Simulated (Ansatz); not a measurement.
# ClGaH2: the cost of one run

Program: Ansatz 0.2.0. Level of theory: RKS B3LYP-D4/def2-SVP. These are calculated values, not measurements.

## Step 1: The starting structure

Bond lengths: Ga1–Cl2 2.440 Å, Ga1–H3 1.770 Å, Ga1–H4 1.570 Å. Angles: Cl2–Ga1–H3 49.7°, Cl2–Ga1–H4 159.4°, H3–Ga1–H4 150.9°.

Coordinates:

```xyz
4

Ga    0.0000    0.0000    0.0000
Cl    1.5475    0.0000    1.8865
H     1.7697    0.0000    0.0287
H    -1.3596    0.0000   -0.7850
```

## Step 2: A restrained relaxation towards end A

Springs on the bonds that form and break draw the guess towards this end; the thresholds are loose.

input.yaml

```yaml
crystal:
  periodic: [false, false, false]
  atoms:
    - { symbol: Ga, position_ang: [0.0, 0.0, 0.0] }
    - { symbol: Cl, position_ang: [1.5475, 0.0, 1.8865] }
    - { symbol: H, position_ang: [1.7697, 0.0, 0.0287] }
    - { symbol: H, position_ang: [-1.3596, 0.0, -0.785] }
basis:
  gaussian: { orbitals: def2-SVP }
hamiltonian:
  xc: b3lyp
  dispersion: d4
relax:
  f_tol: 0.15
  max_steps: 25
  restrain:
    - { distance: [1, 2], at: 2.57, k: 30.0 }
    - { distance: [0, 1], at: 2.24, k: 30.0 }
    - { distance: [0, 2], at: 1.57, k: 30.0 }
```

Run with:

```console
> ansatz run input.yaml --threads 1 --pin off --max-ram 2048MiB --backend cpu --events-out ev --progress --plain --runs-dir out
```

What time and memory should one allow on 1 thread of Intel Xeon Platinum 8488C (Sapphire Rapids), shared host?

About 8.2 s, with a peak of 0.13 GiB.
